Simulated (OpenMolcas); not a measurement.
# Hf²⁺ among point charges: CASSCF levels and susceptibility

How does a field of 8 point charges split the states of Hf²⁺, and what χT follows?

Program: OpenMolcas 26.06. Level of theory: state-averaged CASSCF, spin-orbit coupling by RASSI with atomic mean-field integrals. These are calculated values, not measurements, unless marked.

1 further run of the same task is left out (it didn't finish).

## (1) The atom as given

| Quantity | Value |
| --- | --- |
| Species | Hf²⁺ (hafnium, Z = 72, 70 electrons) |
| Basis | ANO-RCC-VDZP [7s6p4d2f1g], 68 functions |
| Scalar Hamiltonian | DKH2, point nucleus |
| Inactive shells | 1s 2s 2p 3s 3p 3d 4s 4p 4d 4f 5s 5p |
| Active space | 2 electrons in 5 orbitals (5d) |
| Some configurations of this space | 5d² |
| Orbitals | optimised for each spin and parity, averaged over all roots |

Outer shells as boxes (Hund's rule):

5d2
```
5d [↑ ][↑ ][  ][  ][  ]
```

The ion sits among 8 point charges of -1.2 e arranged as a cube (Oh), 1.92 Å from the ion. The active orbitals were held to one l.

The work runs as a chain of OpenMolcas steps in one folder; each step below is one input file. Labels, J, g values, rates, χT and fits are worked out afterwards by a script from the matrices that RASSI stores. The input lists half of the charges; inversion (Group=XYZ) makes the rest.

## (2) Basis and integrals

Contents of a.inp:

```
&GATEWAY
Coord
1

Hf 0.0 0.0 0.0
Basis=ANO-RCC-VDZP
Group=XYZ
NoMove
AngMom=0.0 0.0 0.0
AMFI
XField
4 Angstrom 0
1.108513 1.108513 1.108513 -1.200000
1.108513 1.108513 -1.108513 -1.200000
1.108513 -1.108513 1.108513 -1.200000
1.108513 -1.108513 -1.108513 -1.200000
&SEWARD
```

Command:

```sh
$ OMP_NUM_THREADS=1 MOLCAS_MEM=1689 MOLCAS_PROJECT=a pymolcas a.inp > a.log
```

## (3) CASSCF: triplets of even parity, 10 roots

Contents of a.inp:

```
&RASSCF
FileOrb=start.orb
Symmetry=1
Spin=3
nActEl=2 0 0
Inactive=15 19
Ras2=5 0
CIRoot=10 10 1
SDav=10
CIMx=300
Iter=120 100
PrWF=0.3
OrbListing=Nothing
MaxOrb=0
SupSym
1
20 4 5 6 7 8 10 11 12 13 14 16 17 18 19 20 23 24 25 26 27
0
>>> COPY $Project.JobIph JOB001
```

start.orb holds the contracted functions of the basis, ordered by shell, or the orbitals of the step before.

## (4) CASSCF: singlets of even parity, 15 roots

Contents of a.inp:

```
&RASSCF
FileOrb=start.orb
Symmetry=1
Spin=1
nActEl=2 0 0
Inactive=15 19
Ras2=5 0
CIRoot=15 15 1
SDav=15
CIMx=300
Iter=120 100
PrWF=0.3
OrbListing=Nothing
MaxOrb=0
SupSym
1
20 4 5 6 7 8 10 11 12 13 14 16 17 18 19 20 23 24 25 26 27
0
>>> COPY $Project.JobIph JOB002
```

## (5) RASSI: spin-orbit coupling between the states

Contents of a.inp:

```
&RASSI
NrOfJobIphs=2 10 15
1 2 3 4 5 6 7 8 9 10
1 2 3 4 5 6 7 8 9 10 11 12 13 14 15
IphNames
JOB001
JOB002
EJob
SpinOrbit
DIPRint=1.0
SOCoupling=1000.0
Subsets=2
Property=9
'ANGMOM' 1 'ANGMOM' 2 'ANGMOM' 3 'MLTPL  1' 1 'MLTPL  1' 2 'MLTPL  1' 3
'AMFI' 1 'AMFI' 2 'AMFI' 3
SOProperty=3
'ANGMOM' 1 'ANGMOM' 2 'ANGMOM' 3
```

What does the calculation give? Wanted: spin-free ground state; first state of the same spin within the active space; lowest level; next level.

As calculated:

```
                                            quantity                            value
                                              method                           CASSCF
                              spin-free ground state  3A2, 1-fold in its orbital part
first state of the same spin within the active space                3T2 at 26900 cm⁻¹
                                        lowest level                        3-fold T2
                                          next level                      7409.1 cm⁻¹
                                         χT at 300 K                   0.88 cm³ K/mol
                           effective moment at 300 K                          2.66 μB
```

The spin-free ground state (3A2) comes to 100 % from free-ion F terms and keeps the highest spin of the shell. χT at 300 K is 0.88, against 1.00 cm³ K/mol for the spin alone, so spin-orbit coupling lowers it. A ligand-field fit to the states below 45000 cm-1 gives 10Dq = -27121 cm-1, B = 488 cm-1 and C = 1876 cm-1 (C/B = 3.84), with a deviation of 75 cm-1. The field of point charges can differ much from that of real complexes. Point charges carry no covalency, so the field is a model and not that of real ligands.
